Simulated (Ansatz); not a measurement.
# CH5GaO (SMILES C[O][GaH2]) at 6 levels

We compute a comparison of 6 runs (B3LYP/cc-pVDZ, BLYP/cc-pVDZ, PBE-QIDH/cc-pVDZ, SVWN5/cc-pVDZ, RPA@PBE0/cc-pVDZ, MP2/cc-pVDZ) of CH5GaO. 

Program for the calculation: Ansatz 0.2.0.

56 further runs of the same task are left out: 56 set aside as unsound or not needed.

### 1 The molecule

CH5GaO: 8 atoms, total charge 0, spin state singlet. As SMILES, `C[O][GaH2]`. The C1–H4 distance was set to 1.425 Å, away from the relaxed value.

Bond lengths: C1–O2 1.402 Å, O2–Ga3 1.782 Å, C1–H5 1.099 Å, C1–H6 1.096 Å, Ga3–H7 1.565 Å, Ga3–H8 1.555 Å. Angles: C1–O2–Ga3 123.8°, O2–C1–H5 113.2°, O2–C1–H6 110.0°, O2–Ga3–H7 115.8°, O2–Ga3–H8 113.9°, H5–C1–H6 107.8°, H7–Ga3–H8 130.3°. A long bond or contact: C1–H4 1.425 Å.

### 2 The energy at B3LYP/cc-pVDZ (run 1)

The input, molecule.yaml:

```yaml
crystal:
  periodic: [false, false, false]
  atoms:
    - {symbol: C, position_ang: [-0.441795, 0.975780, -0.144614]}
    - {symbol: O, position_ang: [-0.530295, -0.270320, 0.491786]}
    - {symbol: Ga, position_ang: [0.878205, -1.298820, 0.857586]}
    - {symbol: H, position_ang: [-1.200200, 0.962000, -1.350600]}
    - {symbol: H, position_ang: [0.589205, 1.259380, -0.398314]}
    - {symbol: H, position_ang: [-0.855595, 1.757380, 0.502586]}
    - {symbol: H, position_ang: [2.268905, -0.729620, 0.421186]}
    - {symbol: H, position_ang: [0.516705, -2.633520, 1.568386]}
basis:
  gaussian:
    orbitals: cc-pVDZ
total_charge: 0
hamiltonian:
  xc: {name: B3LYP}
accuracy: high
output:
  orbitals: {seedname: orbitals}
```

The run is started by

```
$ ansatz run molecule.yaml --threads 1 --pin off --max-ram 3480MiB --events-out events.jsonl --progress --plain --runs-dir runs
```

Output:

```text
Warning: RAYON_NUM_THREADS=1 ignored (pool sized by the plan → 1); use --threads N
Functional definition: B3LYP
  name "B3LYP"
  parameter a0 = 0.2
  parameter ax = 0.72
  parameter ac = 0.81
  exchange = (1 - a0 - ax)*slater_x + ax*b88_x + a0*exact_x
  correlation = (1 - ac)*vwn_rpa_c + ac*lyp_c
1866 factors; integrals over basis functions are off by at most 4.7e-9 eV
mean field evaluation 1: about -55537.5682 eV, gradient 5.1e1 eV
mean field evaluation 2: about -55501.7649 eV, gradient 1.3e2 eV
mean field evaluation 4: about -55542.9160 eV, gradient 8.9e0 eV
mean field evaluation 8: about -55543.1921 eV, gradient 1.8e-1 eV
mean field evaluation 16: about -55543.1922 eV, gradient 6.1e-6 eV
mean field -55543.19216779 eV, -2041.1746636386 hartree, gradient 4.3e-8 eV, S^2 0.000000; 0 other end points of the search recorded, 0 dependent functions left out
reference -55543.19220896 eV, -2041.1746651514 hartree; 25, 25 occupied and 55, 55 virtual orbitals, 1866 factors
Total energy: -55543.19220896 eV, -2041.1746651514 hartree
```

Run time: 8.4 s. Hardware: 1 thread of Arm Neoverse V1, shared host; peak memory 0.27 GiB.

### 3 A single-point energy at BLYP/cc-pVDZ (run 2)

molecule.yaml, as its differences from that of step 2:

```diff
@@ -1 +1,4 @@
+basis:
+  gaussian:
+    orbitals: cc-pVDZ
 crystal:
@@ -11,10 +14,8 @@
     - {symbol: H, position_ang: [0.516705, -2.633520, 1.568386]}
-basis:
-  gaussian:
-    orbitals: cc-pVDZ
-total_charge: 0
+magnetization:
+  spin_polarized: false
+  initial_magnetization: 0
 hamiltonian:
-  xc: {name: B3LYP}
+  xc: {name: BLYP}
 accuracy: high
-output:
-  orbitals: {seedname: orbitals}
+output: {orbitals: {seedname: orbitals}}
```

The run is started by

```
$ ansatz run molecule.yaml --threads 1 --pin off --max-ram 3480MiB --events-out events.jsonl --progress --plain --runs-dir runs
```

Output:

```text
Warning: RAYON_NUM_THREADS=1 ignored (pool sized by the plan → 1); use --threads N
Functional definition: BLYP
  name "BLYP"
  parameter beta = 0.0042
  parameter a = 0.04918
  parameter b = 0.132
  parameter c = 0.2533
  parameter d = 0.349
  exchange = b88_x(beta = beta)
  correlation = lyp_c(a = a, b = b, c = c, d = d)
1866 factors; integrals over basis functions are off by at most 4.7e-9 eV
mean field evaluation 1: about -55534.3784 eV, gradient 6.0e1 eV
mean field evaluation 2: about -55446.2664 eV, gradient 1.8e2 eV
mean field evaluation 4: about -55541.5682 eV, gradient 2.1e1 eV
mean field evaluation 8: about -55542.4286 eV, gradient 8.9e-1 eV
mean field evaluation 16: about -55542.4304 eV, gradient 5.8e-5 eV
mean field -55542.43044795 eV, -2041.1466709505 hartree, gradient 5.5e-8 eV, S^2 0.000000; 0 other end points of the search recorded, 0 dependent functions left out
reference -55542.43050382 eV, -2041.1466730038 hartree; 25, 25 occupied and 55, 55 virtual orbitals, 1866 factors
Total energy: -55542.43050382 eV, -2041.1466730038 hartree
```

Run time: 6.6 s. Hardware: 1 thread of Arm Neoverse V1, shared host; peak memory 0.2 GiB.

Runs 3 to 5 aren't shown in full; the table further down has their settings and results.

### 4 A single-point energy at MP2/cc-pVDZ (run 6)

molecule.yaml, as its differences from that of step 3:

```diff
@@ -1,4 +1,3 @@
 basis:
-  gaussian:
-    orbitals: cc-pVDZ
+  gaussian: {orbitals: cc-pVDZ}
 crystal:
@@ -14,8 +13,4 @@
     - {symbol: H, position_ang: [0.516705, -2.633520, 1.568386]}
-magnetization:
-  spin_polarized: false
-  initial_magnetization: 0
-hamiltonian:
-  xc: {name: BLYP}
+total_charge: 0
+correlation: {method: mp2, frozen_orbitals: {C: 1, Ga: 9, H: 0, O: 1}}
 accuracy: high
-output: {orbitals: {seedname: orbitals}}
```

The run is started by

```
$ ansatz run molecule.yaml --threads 1 --pin off --max-ram 3480MiB --events-out events.jsonl --progress --plain --runs-dir runs
```

Output:

```text
Warning: RAYON_NUM_THREADS=1 ignored (pool sized by the plan → 1); use --threads N
Functional definition: HF
  name "HF"
  exchange = exact_x
  correlation = 0
1866 factors; integrals over basis functions are off by at most 4.7e-9 eV
mean field evaluation 1: about -55476.4911 eV, gradient 3.2e1 eV
mean field evaluation 2: about -55476.5720 eV, gradient 3.2e1 eV
mean field evaluation 4: about -55479.0101 eV, gradient 2.8e0 eV
mean field evaluation 8: about -55479.0441 eV, gradient 1.3e-1 eV
mean field evaluation 16: about -55479.0442 eV, gradient 7.2e-9 eV
mean field -55479.04415918 eV, -2038.8172678029 hartree, gradient 7.2e-9 eV, S^2 0.000000; 0 other end points of the search recorded, 0 dependent functions left out
11 core orbitals not correlated: weight in the atoms' cores, before any rotation towards them, 1.000 or more for the frozen orbitals, at most 0.000 for the correlated occupied ones
reference -55479.04415918 eV, -2038.8172678029 hartree; 14, 14 occupied and 55, 55 virtual orbitals, 1866 factors
second order -11.60534106 eV of doubles, -0.00000000 eV of singles
Total energy: -55490.64950024 eV, -2039.2437562205 hartree
```

Wall time 3.6 s (1 thread of Arm Neoverse V1, shared host); peak memory 0.22 GiB.

### 5 The series

```
run             level  frozen core orbitals   energy (Eh)  HOMO energy (eV)  LUMO energy (eV)  HOMO–LUMO gap (eV)  wall time
  1     B3LYP/cc-pVDZ                     –  -2041.174665             -7.32             -1.49                5.83      8.4 s
  2      BLYP/cc-pVDZ                     –  -2041.146673             -6.11             -1.94                4.16      6.6 s
  3  PBE-QIDH/cc-pVDZ                    11  -2040.297589             -9.74              0.29               10.03       11 s
  4     SVWN5/cc-pVDZ                     –  -2037.163312             -6.32             -2.21                4.11      4.5 s
  5  RPA@PBE0/cc-pVDZ                    11  -2039.445007                 –                 –                   –       12 s
  6       MP2/cc-pVDZ                    11  -2039.243756                 –                 –                   –      3.6 s
```

### 6 Results

| quantity | value |
| --- | --- |
| run 6: total energy | -2039.24376 Eh |
| run 6: correlation energy (11 core orbitals frozen) | -426.5 mEh |

Over runs 1, 2, 3, 4 the HOMO–LUMO gap runs from 4.11 eV (SVWN5/cc-pVDZ) to 10.03 eV (PBE-QIDH/cc-pVDZ). A double hybrid's value is that of its SCF part. Totals of different functionals can't be ranked against each other. All runs together took 46 s, the longest 12 s.
